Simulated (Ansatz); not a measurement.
# BrH₂NSi (SMILES N[Si]Br): functionals against CCSD(T) at one geometry

An exercise on one series of results from a longer session: the logs are not shown, and one member is left open.

Program: Ansatz 0.2.0, Gaussian basis. Level of theory: single points in def2-TZVPP. These are calculated values, not measurements.

Cores are frozen in the correlated methods. Filled d shells of the heavier atoms are correlated.

## The starting structure

SMILES `N[Si]Br`, 5 atoms, charge 0, spin multiplicity 1.

Atoms are counted from 1 here; the program's logs count them from 0.

Bond lengths: N1–Si2 1.810 Å, N1–H4 1.059 Å, N1–H5 1.060 Å, Si2–Br3 2.409 Å. Angles: Si2–N1–H4 125.2°, Si2–N1–H5 125.1°, H4–N1–H5 109.6°, N1–Si2–Br3 96.8°.

Geometry (Å):

```csv
atom,x (Å),y (Å),z (Å)
N1,-0.51580,0.28540,-0.41080
Si2,-0.25660,-1.16120,0.64550
Br3,2.04940,-0.71510,1.18000
H4,0.20400,1.03850,-0.60070
H5,-1.43700,0.55320,-0.86080
```

The first run:

Input file run/in.yaml:

```yaml
crystal:
  periodic: [false, false, false]
  atoms:
    - {symbol: N, position_ang: [-0.515800, 0.285400, -0.410800]}
    - {symbol: Si, position_ang: [-0.256600, -1.161200, 0.645500]}
    - {symbol: Br, position_ang: [2.049400, -0.715100, 1.180000]}
    - {symbol: H, position_ang: [0.204000, 1.038500, -0.600700]}
    - {symbol: H, position_ang: [-1.437000, 0.553200, -0.860800]}
basis:
  gaussian: {orbitals: def2-TZVPP}
correlation: {method: ccsd_t}
output: {forces: true}
```

The command line of these runs was not kept.

Among the steps run: CCSD(T)/def2-TZVPP; PBE0-D4/def2-TZVPP; wB97M-V/def2-TZVPP; r2SCAN-D4/def2-TZVPP; PBE-D4/def2-TZVPP; wB97X-V/def2-TZVPP; BLYP-D4/def2-TZVPP.

One of the session's tables, all rows but one given; the rest of the session is left out.

```
   method  RMS force component (eV/Å)  angle to CCSD(T) forces (°)  dipole (D)
  CCSD(T)                       1.018                    reference        3.11
  PBE0-D4                       1.044                          1.4        3.10
  wB97M-V                       1.042                          2.0        3.20
r2SCAN-D4                       0.986                          1.8        3.10
   PBE-D4                       0.823                          1.1        3.02
  wB97X-V                       1.067                          2.6        3.17
  BLYP-D4                           ?                            ?           ?
```

**Question.** Estimate the row for BLYP-D4.

The run gave: RMS force component (eV/Å): 0.766; angle to CCSD(T) forces (°): 7.2; dipole (D): 3.01. In the column «RMS force component (eV/Å)» it is the lowest.
